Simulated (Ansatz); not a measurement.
# CH4ClGaSe: the cost of one run

Computed with Ansatz 0.2.0, Gaussian basis. Level: unrestricted cation, the program's frozen cores in correlated methods.

Plan: UKS PBE-D4/def2-TZVPP; UKS r2SCAN-D4/def2-TZVPP; UKS PBE0-D4/def2-TZVPP; UKS B3LYP-D4/def2-TZVPP; UKS wB97X-V/def2-TZVPP; UKS wB97M-V/def2-TZVPP; UKS B2PLYP/def2-TZVPP; UHF-MP2/def2-TZVPP; UHF-MP2/def2-QZVPP; then −ε(HOMO) from the neutral's earlier runs with LDA (SPW92), PBE-D4, revPBE-D4, BLYP-D4, r2SCAN-D4, B97M-V, PBE0-D4, B3LYP-D4, r2SCANh-D4, r2SCAN0-D4, HSE06-D4, BHLYP-D4, CAM-B3LYP-D4, LC-ωPBE, ωB97X-V, ωB97M-V.

1 further run of the same task is left out (it didn't finish).

### Step 1. The geometry

All runs share one geometry, relaxed beforehand with PBE0-D4 in a triple-zeta def2 set.

8 atoms, charge 0, spin multiplicity 1.

Atoms are counted from 1 here; the program's logs count them from 0.

Bond lengths: C1–Se2 1.960 Å, C1–H5 1.086 Å, C1–H6 1.088 Å, C1–H7 1.087 Å, Se2–Ga3 2.300 Å, Ga3–Cl4 2.153 Å, Ga3–H8 1.552 Å. Angles: Se2–C1–H5 110.3°, Se2–C1–H6 105.9°, Se2–C1–H7 110.0°, H5–C1–H6 110.1°, H5–C1–H7 110.3°, H6–C1–H7 110.1°, C1–Se2–Ga3 99.6°, Se2–Ga3–Cl4 115.6°, Se2–Ga3–H8 125.8°, Cl4–Ga3–H8 118.6°.

### Step 2. Cation, UKS PBE-D4/def2-TZVPP

Input file in.yaml:

```yaml
crystal:
  periodic: [false, false, false]
  atoms:
    - {symbol: C, position_ang: [-0.326027, 1.353596, -0.365559]}
    - {symbol: Se, position_ang: [0.476959, 0.615296, 1.262376]}
    - {symbol: Ga, position_ang: [0.508276, -1.614005, 0.698569]}
    - {symbol: Cl, position_ang: [-0.303630, -2.095472, -1.236060]}
    - {symbol: H, position_ang: [-1.268770, 0.857775, -0.579355]}
    - {symbol: H, position_ang: [-0.496200, 2.409233, -0.162197]}
    - {symbol: H, position_ang: [0.357645, 1.240303, -1.202533]}
    - {symbol: H, position_ang: [1.051746, -2.766726, 1.584749]}
basis:
  gaussian: {orbitals: def2-TZVPP}
total_charge: 1
magnetization: {spin_polarized: true, initial_magnetization: 1}
hamiltonian: {xc: pbe, dispersion: d4}
```

On the command line:

```
$ ansatz run in.yaml --threads 2 --pin off --events-out ev --progress --plain --max-ram 32768MiB --backend cpu
```

**Question.** How long does this run take on 2 threads of AMD EPYC 7R13, shared host, and how much memory does it need?

About 13 s, with a peak of 0.51 GiB.
